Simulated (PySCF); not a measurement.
# C₃H₈FNSi: electronic excitations and core binding energies

Wanted: the electronic excitations and core binding energies of C₃H₈FNSi (`FC[Si@@H]1CCN1`), by calculation.

Programs: PySCF 2.14.0, with density-fitted response routines of our own. Each step states its level of theory. These are calculated values for one molecule in the gas phase, unless marked as measured. Atoms count from 0, in the outputs and in this text.

### Step 1. Starting geometry

14 atoms, charge 0, multiplicity 1; geometry from: GFN2-xTB.

Bonds of the start (Å): F0–C1 1.38, C1–Si2 1.91, Si2–C3 1.91, C3–C4 1.53, C4–N5 1.46, N5–Si2 1.72, C1–H6 1.09, C1–H7 1.09, Si2–H8 1.47, C3–H9 1.09, C3–H10 1.08, C4–H11 1.09, C4–H12 1.09, N5–H13 1.01.

### Step 2. Excited states and response: CAM-B3LYP/def2-SVPD

The job: settings as JSON, then the geometry in Å.

```
{"job": {"kind": "uv", "xc": "CAM-B3LYP", "basis": "def2-SVPD", "nstates": 8, "ntriplets": 3}, "charge": 0, "multiplicity": 1}
F      3.175429    -0.251446    -0.352772
C      2.127837     0.077006     0.485260
Si     0.483435    -0.536403    -0.277459
C     -0.831450     0.662200    -0.977605
C     -1.780476     0.154484     0.114230
N     -0.783964    -0.580430     0.884756
H      2.339653    -0.406012     1.441307
H      2.175517     1.158276     0.626972
H      0.792103    -1.693529    -1.127092
H     -0.623573     1.723339    -0.887346
H     -1.184206     0.467081    -1.983856
H     -2.563907    -0.494715    -0.287598
H     -2.249762     0.939157     0.713250
H     -1.077314    -1.219480     1.605788
```

Method: TDDFT CAM-B3LYP/def2-SVPD, vertical, gas phase, core orbitals frozen in the response.

Launch:

```sh
$ OMP_NUM_THREADS=1 python probes_run.py task.json out
```

One launch serves the whole session: the jobs run in the order shown.

**Question.** This job is followed by: delta-SCF UKS SCAN, pcX-2 on the ionised atom, pcseg-1 elsewhere, spin-free X2C. Predict these results of the whole session: lowest singlet (CAM-B3LYP/def2-SVPD); brightest single state of those computed; lowest triplet; C1s binding energies, SCAN/pcX-2; F1s binding energies, SCAN/pcX-2; Si1s binding energies, SCAN/pcX-2; Si2p binding energies, SCAN/pcX-2; N1s binding energies, SCAN/pcX-2.

**Answer**, as computed:

| quantity | value |
| --- | --- |
| lowest singlet (CAM-B3LYP/def2-SVPD) | 5.77 eV (215 nm), f = 0.006 |
| brightest single state of those computed | state 8, 7.93 eV, f = 0.033 |
| lowest triplet | 5.47 eV |
| C1s binding energies, SCAN/pcX-2 | C1 292.19, C4 291.45, C3 289.92 eV |
| F1s binding energies, SCAN/pcX-2 | F0 692.06 eV |
| Si1s binding energies, SCAN/pcX-2 | Si2 1846.49 eV |
| Si2p binding energies, SCAN/pcX-2 | Si2 106.86 eV |
| N1s binding energies, SCAN/pcX-2 | N5 404.12 eV |

**Reading.** The lowest singlet, at 5.77 eV, is HOMO→LUMO 0.95 and is weak; of the 8 states computed, the strongest absorption comes from state 8 at 7.93 eV (the last computed, so partners may be missing). The lowest triplet lies 0.30 eV below the lowest singlet (triplets in Tamm-Dancoff, singlets in full TDDFT). C1 (sp3 CH2 bonded to F and Si) binds its C1s electron 2.27 eV more tightly than C3 (sp3 CH2 bonded to Si).
